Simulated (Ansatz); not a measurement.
## LiGeN, space group P6_3mc: a short molecular-dynamics run, step by step

With the Ansatz DFT code, driven from Python.

Run as a notebook:

```python
import json

import ansatz
from ase import Atoms
from ase.neighborlist import neighbor_list
import numpy as np

ligen = (
    ansatz.Lattice.of((3.012409, 0.0, 0.0), (-1.506204, 2.608822, 0.0), (0.0, 0.0, 9.419459))
    .atom("Li", (2 / 3, 1 / 3, 0.743392))
    .atom("Li", (1 / 3, 2 / 3, 0.243392))
    .atom("Ge", (0.0, 0.0, 0.498023))
    .atom("Ge", (0.0, 0.0, 0.998023))
    .atom("N", (1 / 3, 2 / 3, 0.603223))
    .atom("N", (2 / 3, 1 / 3, 0.103223))
)
```

```python
ligen.resolved().tree()["lattice"]
```

    ((3.012409, 0.0, 0.0), (-1.506204, 2.608822, 0.0), (0.0, 0.0, 9.419459))

```python
calc = (
    ligen.calculation()
    .functional("PBE")
    .basis(420)
    .kpoints(3, 3, 1)
    .occupations("fixed")
    .md("nve", timestep=1.0, steps=25, temperature=800, initial_velocities="maxwell_boltzmann", seed=937)
)
out = calc.run(threads=1, backend="cpu", events_out="stream.ndjson")
with open("stream.ndjson") as stream:
    events = [json.loads(line) for line in stream]
steps = [e["data"] for e in events if e["event"] == "md_step"]
report = out.report

[(site.symbol, site.position_frac.round(4).tolist()) for site in out.lattice.sites]
```

    DeckWarning: md: disabling space-group detection — thermal motion breaks the input geometry's symmetry, so no spatial operation reduces the k-mesh or symmetrises the density; time reversal is kept, so that k and −k are solved as one point where they differ and the mesh holds both, and exact exchange and, on two spinor components, a DFT+U term hold to it where the run has them: on two components [...]
    [(<Element.LI: 'Li'>, [0.7146, 0.2847, 0.7156]), (<Element.LI: 'Li'>, [0.2928, 0.6461, 0.2213]),
     (<Element.GE: 'Ge'>, [-0.0062, 0.0026, 0.4963]), (<Element.GE: 'Ge'>, [0.0117, 0.0039, 1.0028]),
     (<Element.N: 'N'>, [0.3316, 0.6581, 0.6009]), (<Element.N: 'N'>, [0.6364, 0.3427, 0.1142])]

```python
report["kpoints_frac"][:4]
```

    [[0.0, 0.0, 0.0], [0.0, 0.3333333333333333, 0.0], [0.3333333333333333, 0.0, 0.0],
     [0.3333333333333333, 0.3333333333333333, 0.0]]

```python
print(" step   t (fs)     E_pot (eV)   E_kin (eV)    T (K)")
for s in steps[::1]:
    print(f"{s['step']:5d} {s['time_fs']:8.1f} {s['lagrangian_ev']:14.4f} {s['e_kin_ev']:12.4f} {s['temperature_k']:8.1f}")
```

     step   t (fs)     E_pot (eV)   E_kin (eV)    T (K)
        0      0.0     -9768.3422       0.5170    800.0
        1      1.0     -9768.3445       0.5194    803.6
        2      2.0     -9768.3383       0.5132    794.0
        3      3.0     -9768.3239       0.4988    771.8
        4      4.0     -9768.3021       0.4771    738.2
        5      5.0     -9768.2739       0.4490    694.8
        6      6.0     -9768.2408       0.4160    643.7
        7      7.0     -9768.2044       0.3797    587.5
        8      8.0     -9768.1663       0.3417    528.7
        9      9.0     -9768.1283       0.3038    470.1
       10     10.0     -9768.0922       0.2678    414.4
       11     11.0     -9768.0595       0.2352    363.8
       12     12.0     -9768.0315       0.2072    320.6
       13     13.0     -9768.0093       0.1851    286.4
       14     14.0     -9767.9936       0.1694    262.1
       15     15.0     -9767.9848       0.1606    248.5
       16     16.0     -9767.9828       0.1586    245.3
       17     17.0     -9767.9872       0.1629    252.1
       18     18.0     -9767.9972       0.1729    267.5
       19     19.0     -9768.0119       0.1874    290.0
       20     20.0     -9768.0297       0.2052    317.5
       21     21.0     -9768.0494       0.2248    347.8
       22     22.0     -9768.0693       0.2446    378.5
       23     23.0     -9768.0880       0.2633    407.3
       24     24.0     -9768.1042       0.2794    432.3
       25     25.0     -9768.1168       0.2919    451.6

```python
temperature = np.array([s["temperature_k"] for s in steps])
print(f"mean temperature of the second half {temperature[len(steps) // 2 :].mean():.1f} K")
```

    mean temperature of the second half 322.1 K

```python
symbols = [site.symbol for site in out.lattice.sites]
pairs = np.concatenate([neighbor_list("d", Atoms(symbols, positions=s["positions_ang"], cell=out.lattice.cell_ang, pbc=True), 4.5) for s in steps[len(steps) // 2 :]])
counts, edges = np.histogram(pairs, bins=np.arange(0.5, 4.51, 0.25))
for low, count in zip(edges, counts / (len(symbols) * len(steps[len(steps) // 2 :]))):
    print(f"{low:4.2f}-{low + 0.25:4.2f} A  {count:6.2f} neighbours an atom")

track = np.array([s["positions_ang"] for s in steps])
names = np.array([site.symbol for site in out.lattice.sites])
for name in sorted(set(names)):
    msd = ((track[:, names == name] - track[0, names == name]) ** 2).sum(axis=2).mean(axis=1)
    print(f"mean square displacement of {name} (A^2):", np.round(msd[:: max(len(msd) // 6, 1)], 4))
```

    0.50-0.75 A    0.00 neighbours an atom
    0.75-1.00 A    0.00 neighbours an atom
    1.00-1.25 A    0.00 neighbours an atom
    1.25-1.50 A    0.00 neighbours an atom
    1.50-1.75 A    0.00 neighbours an atom
    1.75-2.00 A    1.87 neighbours an atom
    2.00-2.25 A    1.79 neighbours an atom
    2.25-2.50 A    0.33 neighbours an atom
    2.50-2.75 A    1.00 neighbours an atom
    2.75-3.00 A    1.00 neighbours an atom
    3.00-3.25 A    7.74 neighbours an atom
    3.25-3.50 A    0.59 neighbours an atom
    3.50-3.75 A    3.85 neighbours an atom
    3.75-4.00 A    1.85 neighbours an atom
    4.00-4.25 A    2.38 neighbours an atom
    4.25-4.50 A    2.03 neighbours an atom
    mean square displacement of Ge (A^2): [0.     0.0001 0.0003 0.0006 0.0009 0.0013 0.0018]
    mean square displacement of Li (A^2): [0.     0.004  0.0161 0.0347 0.0562 0.0764 0.0909]
    mean square displacement of N (A^2): [0.     0.0031 0.0105 0.0174 0.0198 0.0173 0.0127]

Total energies depend on the potentials; only differences at equal settings carry meaning. A total without «per atom» is that of the whole cell that was run. Energy and stress may still move on a finer k-point mesh. This cell is a computed structure, which may not be the phase found in nature. Warnings are shown shortened and without file and line. A small cell, a coarse mesh and a very short run: it shows the set-up and gives no equilibrium averages. Wall time of the script: 20 s on 1 thread of Arm Neoverse V2 (shared host), peak memory 0.41 GiB.
